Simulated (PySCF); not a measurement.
# LiNb (quintet): basis, grid and Hamiltonian

The method stays; parts of the set-up, such as the basis or the Hamiltonian, are changed.

Computed with PySCF 2.14.0. Level: method and basis as typed in the scripts.

2 further runs of the same task are left out: 2 that didn't finish.

### Step 1. The system as given

LiNb (quintet): 2 atoms, charge 0, spin multiplicity 5.

Bond lengths: Li1–Nb2 2.381 Å.

### Step 2. The run that the others are compared with

Contents of input.py:

```python
from pyscf import gto, dft

mol = gto.M(
    atom='Li 0 0 0; Nb 0 0 2.381',
    basis='def2-svp',
    ecp={'Nb': 'def2-svp'},
    charge=0,
    spin=4,
    verbose=4,
)
mf = dft.UKS(mol, xc='m06l')
mf.kernel()
mf.dip_moment()
print('orbital energies (hartree):', [e[max(0, n-3):n+3].round(4) for e, n in zip(mf.mo_energy, mol.nelec)])
```

Launch:

```bash
python input.py
```

Its log is not repeated here.

It gives: E(SCF) = -64.333589 Eh, ⟨S²⟩ = 6.023, μ = 3.31 D.

The bond length is a typed value, not an optimised one. No search for the lowest state was made; open d or f shells can end in a higher solution. The quintet is typed in the script; nothing here shows that it is the ground state.

### Step 3. Core potential off

Variant 1 changes core potential: on → off. The core potential changes with it: totals don't compare.

Contents of input.py:

```python
from pyscf import gto, dft

mol = gto.M(
    atom='Li 0 0 0; Nb 0 0 2.381',
    basis='def2-svp',
    charge=0,
    spin=4,
    verbose=4,
)
mf = dft.UKS(mol, xc='m06l')
mf.kernel()
mf.dip_moment()
print('orbital energies (hartree):', [e[max(0, n-3):n+3].round(4) for e, n in zip(mf.mo_energy, mol.nelec)])
```

Launch:

```bash
python input.py
```

### Step 4. Jorge-dzp-dkh (core potential off, X2C on)

Variant 2 changes basis set: def2-svp → jorge-dzp-dkh; core potential: on → off; spin-free X2C: off → on. The core potential changes with it: totals don't compare.

input.py: that of step 2 with these lines changed.

```diff
@@ -4,4 +4,3 @@
     atom='Li 0 0 0; Nb 0 0 2.381',
-    basis='def2-svp',
-    ecp={'Nb': 'def2-svp'},
+    basis='jorge-dzp-dkh',
     charge=0,
@@ -11,2 +10,3 @@
 mf = dft.UKS(mol, xc='m06l')
+mf = mf.sfx2c1e()
 mf.kernel()
```

### Step 5. Jorge-dzp (core potential off)

Variant 3 changes basis set: def2-svp → jorge-dzp; core potential: on → off. The core potential changes with it: totals don't compare.

input.py: that of step 2 with these lines changed.

```diff
@@ -4,4 +4,3 @@
     atom='Li 0 0 0; Nb 0 0 2.381',
-    basis='def2-svp',
-    ecp={'Nb': 'def2-svp'},
+    basis='jorge-dzp',
     charge=0,
```

### Step 6. Def2-tzvp

Variant 4 changes basis set: def2-svp → def2-tzvp.

input.py: that of step 2 with these lines changed.

```diff
@@ -4,4 +4,4 @@
     atom='Li 0 0 0; Nb 0 0 2.381',
-    basis='def2-svp',
-    ecp={'Nb': 'def2-svp'},
+    basis='def2-tzvp',
+    ecp={'Nb': 'def2-tzvp'},
     charge=0,
```

Q: Predict the outcome of this session. Wanted: for each run, E(SCF); from base; gap, α spin; SCF dipole.

The runs gave:

```tsv
run	E(SCF) (hartree)	from base (eV)	cycles	gap, α spin (eV)	SCF dipole (D)	functions
base	-64.333589	0	23	0.60	3.31	40
core potential off (poor choice)	-766.819946	not comparable	22	0.67	3.32	40
jorge-dzp-dkh (core potential off, X2C on)	-3826.025396	not comparable	14	1.37	2.69	63
jorge-dzp (core potential off)	-3762.224516	not comparable	13	1.33	2.73	63
def2-tzvp	-64.356461	-0.6224	28	0.53	2.97	54
```

What this shows: def2-tzvp (54 functions) gives an energy 0.62 eV lower than def2-svp (40). Rows marked «poor choice» come from settings spoiled on purpose.
